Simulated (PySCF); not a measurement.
# Al3H3S3 ((HAlS)3 ring): the cost of one run

The runs use PySCF 2.14.0, with density-fitted response routines of our own; the level of theory stands in each step. All values are computed, except where a source is named. Atoms are numbered from 0 throughout.

### 1 Starting geometry

9 atoms, charge 0, multiplicity 1; geometry from: GFN2-xTB. The atoms were then displaced at random by about 0.03 Å, so the start is not that level's minimum.

Bonds of the start (Å): Al0–H1 1.55, Al0–S2 2.19, Al0–S8 2.11, S2–Al3 2.14, Al3–H4 1.55, Al3–S5 2.19, S5–Al6 2.20, Al6–H7 1.52, Al6–S8 2.20.

### 2 Geometry optimisation at PBE0-D3(BJ)/def2-SVP

The job: settings as JSON, then the geometry in Å.

```
{"job": {"xc": "PBE0", "basis": "def2-SVP", "d3": "d3bj", "grid": 1, "maxiter": 40, "shake": 0.03, "kind": "geom"}, "charge": 0, "multiplicity": 1}
Al     0.790540     1.895990    -0.233490
H      1.260150     3.364160    -0.420990
S     -0.052130     1.425930     1.731100
Al    -0.638390    -0.622380     1.871420
H     -1.292140    -1.094590     3.195350
S     -0.792570    -2.097610     0.256060
Al     0.032240    -1.347930    -1.636970
H      0.089570    -2.298850    -2.816270
S      0.735480     0.705830    -1.971890
```

Started as:

```
$ OMP_NUM_THREADS=1 python probes_run.py task.json out
```

This one command runs all jobs of the session in turn.

Q: Estimate the wall time and peak memory of this first job on 1 thread of Arm Neoverse V1, shared host.

About 48 s, with a peak of 0.5 GiB.
